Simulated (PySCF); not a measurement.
# Cd²⁺: dipole response in aug-cc-pwCVTZ-PP with ECP28

How polarisable is Cd²⁺ at the levels listed below?

Method: unrestricted determinants in a Gaussian basis, no spin-orbit coupling in the energies. Code: PySCF 2.14.0.

### 1 What is computed

* Element: cadmium (Z = 48)
* Basis: aug-cc-pwCVTZ-PP with ECP28MDF (8s8p7d4f3g, 122 functions)
* Hamiltonian: a scalar-relativistic core potential
* State 1: Cd²⁺: [Kr] 4d10, closed-shell 1S
* Methods: UHF, PBE, PBE0

The outer shells:

Cd2+ [Kr] 4d10
```
[Kr] core
4d [↑↓][↑↓][↑↓][↑↓][↑↓]
```

The runs were made by one driver on top of PySCF. The scripts below sum up each run's settings (the driver also hands on starting orbitals that pick excited configurations, and frozen orbitals as a list rather than a count), and the logs come from the driver's own runs. The driver starts from symmetry-adapted Hartree-Fock orbitals, holds the occupation by maximum overlap and uses a logarithmic radial grid for functionals, so a plain start would take other cycles.

The integrals over 122 functions and the set-up took 2.4 s of CPU time.

### 2 Cd²⁺: the ladder of methods

#### UHF

input.py reads:

```python
from pyscf import gto, scf, dft, mp, cc
import basis_set_exchange as bse
txt = bse.get_basis("aug-cc-pwCVTZ-PP", elements=["Cd"], fmt="nwchem", header=False)
cut = txt.index("\nECP")
mol = gto.M(atom="Cd 0 0 0", charge=2, spin=0, symmetry="D2h",
            basis=gto.basis.parse(txt[:cut]),
            ecp={"Cd": gto.basis.parse_ecp(txt[cut:])})
mf = scf.UHF(mol)
mf.irrep_nelec = {'Ag': (3, 3), 'B1g': (1, 1), 'B2g': (1, 1), 'B3g': (1, 1), 'B1u': (1, 1), 'B2u': (1, 1), 'B3u': (1, 1)}
mf.kernel()
```

The log of the run:

```text
damping factor = 0
level_shift factor = 0
DIIS = <class 'pyscf.scf.diis.CDIIS'>
diis_start_cycle = 1
diis_space = 10
diis_damp = 0
SCF conv_tol = 1e-09
SCF conv_tol_grad = None
number electrons alpha = 9  beta = 9
cycle= 1 E= -165.997407875129  delta_E= -2.42e-11  |g|= 4.09e-06  |ddm|= 1.29e-05
converged SCF energy = -165.997407875129  <S^2> = -1.7763568e-15  2S+1 = 1
```

It used 16 s of CPU time after the integrals (shared host).

Orbital energies by shell (radii are means over both spins):

```csv
shell,electrons,mean orbital energy (eV),spread (eV),rms radius (bohr)
4s,2,-149.62,0,0.948
4p,6,-104.42,0,1.04
4d,10,-38.032,0,1.35
```

⟨S²⟩ = 0.000, ⟨L²⟩ = 0.00.

The driver then solved the coupled dipole response at imaginary frequencies: mean α = 4.831 bohr³, C₆ = 23.94 au for a like pair.

Energies and moments cover only the electrons outside the core potential.

#### PBE

Changes to input.py:

```diff
@@ -7,3 +7,3 @@
             ecp={"Cd": gto.basis.parse_ecp(txt[cut:])})
-mf = scf.UHF(mol)
+mf = dft.UKS(mol, xc="PBE")
 mf.irrep_nelec = {'Ag': (3, 3), 'B1g': (1, 1), 'B2g': (1, 1), 'B3g': (1, 1), 'B1u': (1, 1), 'B2u': (1, 1), 'B3u': (1, 1)}
```

The log of the run:

```text
damping factor = 0
level_shift factor = 0
DIIS = <class 'pyscf.scf.diis.CDIIS'>
diis_start_cycle = 1
diis_space = 10
diis_damp = 0
SCF conv_tol = 1e-09
SCF conv_tol_grad = None
number electrons alpha = 9  beta = 9
XC functionals = PBE
    J. P. Perdew, K. Burke, and M. Ernzerhof.,  Phys. Rev. Lett. 77, 3865 (1996)
    J. P. Perdew, K. Burke, and M. Ernzerhof.,  Phys. Rev. Lett. 78, 1396 (1997)
    J. P. Perdew, K. Burke, and M. Ernzerhof.,  Phys. Rev. Lett. 77, 3865 (1996)
    J. P. Perdew, K. Burke, and M. Ernzerhof.,  Phys. Rev. Lett. 78, 1396 (1997)
cycle= 1 E= -166.767003356583  delta_E= -0.00536  |g|= 0.091  |ddm|= 0.185
cycle= 2 E= -166.766235292407  delta_E= 0.000768  |g|= 0.118  |ddm|= 0.0869
cycle= 3 E= -166.768899219297  delta_E= -0.00266  |g|= 0.00487  |ddm|= 0.0439
cycle= 4 E= -166.768904964444  delta_E= -5.75e-06  |g|= 1.2e-05  |ddm|= 0.00227
cycle= 5 E= -166.768904964462  delta_E= -1.76e-11  |g|= 2.33e-07  |ddm|= 1.53e-05
converged SCF energy = -166.768904964462  <S^2> = -7.1054274e-15  2S+1 = 1
```

It used 6.3 s of CPU time after the integrals (shared host).

The driver then solved the coupled dipole response at imaginary frequencies: mean α = 5.544 bohr³, C₆ = 28.08 au for a like pair.

#### PBE0

Changes to input.py:

```diff
@@ -7,3 +7,3 @@
             ecp={"Cd": gto.basis.parse_ecp(txt[cut:])})
-mf = dft.UKS(mol, xc="PBE")
+mf = dft.UKS(mol, xc="PBE0")
 mf.irrep_nelec = {'Ag': (3, 3), 'B1g': (1, 1), 'B2g': (1, 1), 'B3g': (1, 1), 'B1u': (1, 1), 'B2u': (1, 1), 'B3u': (1, 1)}
```

The log of the run:

```text
damping factor = 0
level_shift factor = 0
DIIS = <class 'pyscf.scf.diis.CDIIS'>
diis_start_cycle = 1
diis_space = 10
diis_damp = 0
SCF conv_tol = 1e-09
SCF conv_tol_grad = None
number electrons alpha = 9  beta = 9
XC functionals = PBE0
    C. Adamo and V. Barone.,  J. Chem. Phys. 110, 6158 (1999)
    M. Ernzerhof and G. E. Scuseria.,  J. Chem. Phys. 110, 5029 (1999)
cycle= 1 E= -166.777854596888  delta_E= -0.00274  |g|= 0.0467  |ddm|= 0.122
cycle= 2 E= -166.777873782889  delta_E= -1.92e-05  |g|= 0.0478  |ddm|= 0.0378
cycle= 3 E= -166.778290980696  delta_E= -0.000417  |g|= 0.000832  |ddm|= 0.0179
cycle= 4 E= -166.778291139757  delta_E= -1.59e-07  |g|= 6.09e-05  |ddm|= 0.000398
cycle= 5 E= -166.77829114048  delta_E= -7.23e-10  |g|= 1.16e-07  |ddm|= 2.54e-05
converged SCF energy = -166.77829114048  <S^2> = -7.1054274e-15  2S+1 = 1
```

It used 21 s of CPU time after the integrals (shared host).

The driver then solved the coupled dipole response at imaginary frequencies: mean α = 5.306 bohr³, C₆ = 26.71 au for a like pair.

Radial density 4πr²ρ of Cd²⁺ at UHF, the electrons outside the core potential:

```csv
r (bohr),density
0.0168,1.74e-05
0.0282,4.45e-05
0.0475,0.000109
0.0799,0.000429
0.134,0.00422
0.226,0.0625
0.380,1.31
0.639,13.8
1.08,17.0
1.81,3.54
3.04,0.181
5.12,0.000877
```

### 3 The response side by side

Cd²⁺, in atomic units:

```csv
method,mean α,C₆ (like pair),S(−4)
UHF,4.831,23.94,4.350
PBE,5.544,28.08,6.797
PBE0,5.306,26.71,5.857
```

α(iu) at PBE0:

```csv
u (hartree),α(iu) (bohr³)
0,5.306
0.0500,5.291
0.100,5.248
0.200,5.089
0.300,4.859
0.500,4.315
0.750,3.663
1.00,3.112
1.50,2.282
2.00,1.717
3.00,1.047
5.00,0.4877
```

### 4 What came out

| quantity | value |
| --- | --- |
| α of Cd²⁺ | 4.831 (UHF) to 5.544 (PBE) bohr³ |

What this shows: A single London oscillator with the computed α and C₆ of Cd²⁺ at UHF would have ω = 4 C₆ / (3 α²) = 1.37 hartree. The basis is finite, and no extrapolation was made.
